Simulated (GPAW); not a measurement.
Here is a GPAW 26.7.0 calculation.

The input run.py:

```python
from ase import Atoms
from ase.dft.bandgap import bandgap
from ase.io import write
from ase.units import GPa
from gpaw import GPAW, PW, setup_paths

setup_paths.insert(0, '.')

atoms = Atoms(['Fe', 'Na', 'O', 'O', 'O'],
              cell=[[3.830481, 0.0, 0.0],
                    [0.0, 3.830481, 0.0],
                    [0.0, 0.0, 3.830481]],
              scaled_positions=[[0.5, 0.5, 0.5],
                                [0.0, 0.0, 0.0],
                                [0.0, 0.5, 0.5],
                                [0.5, 0.0, 0.5],
                                [0.5, 0.5, 0.0]],
              pbc=True)
atoms.set_initial_magnetic_moments([3.0, 0.0, 0.0, 0.0, 0.0])

calc = GPAW(mode=PW(800),
            xc='PBEsol',
            kpts={'size': (7, 7, 7), 'gamma': True},
            occupations={'name': 'fermi-dirac', 'width': 0.05},
            nbands=32,
            convergence={'density': 1e-05, 'energy': 1e-05},
            maxiter=150,
            txt='gpaw.txt')
atoms.calc = calc
energy = atoms.get_potential_energy()
forces = atoms.get_forces()
stress = atoms.get_stress()
calc.write('gs.gpw')
write('result.traj', atoms)
print(f'Energy: {energy:.6f} eV')
print('Forces (eV/A):')
print(forces.round(4))
print('Stress (GPa):', (stress / GPa).round(3))
print('Moments:', calc.get_magnetic_moments().round(3))
print('Fermi level:', round(calc.get_fermi_level(), 4), 'eV')
print(f'Gap: {bandgap(calc)[0]:.4f} eV, direct: {bandgap(calc, direct=True)[0]:.4f} eV')
```

Potentials or basis: PAW data sets generated in the run's folder for this functional, pw.

Run with:

```bash
$ gpaw-setup -f PBEsol Fe Na O
$ OMP_NUM_THREADS=1 python run.py
```

(1) What does it give for the site moments?

(2) Predict the pressure.

## Answers

(1) Fe +2.63; Na +0.00; O +0.28 μB.

(2) -12.7 GPa.

Caveat: a cell with one magnetic atom can't hold antiferromagnetic order, which such compounds often take; semilocal functionals often make such compounds metallic where correlation or magnetic order opens a gap, which also shifts bond lengths.
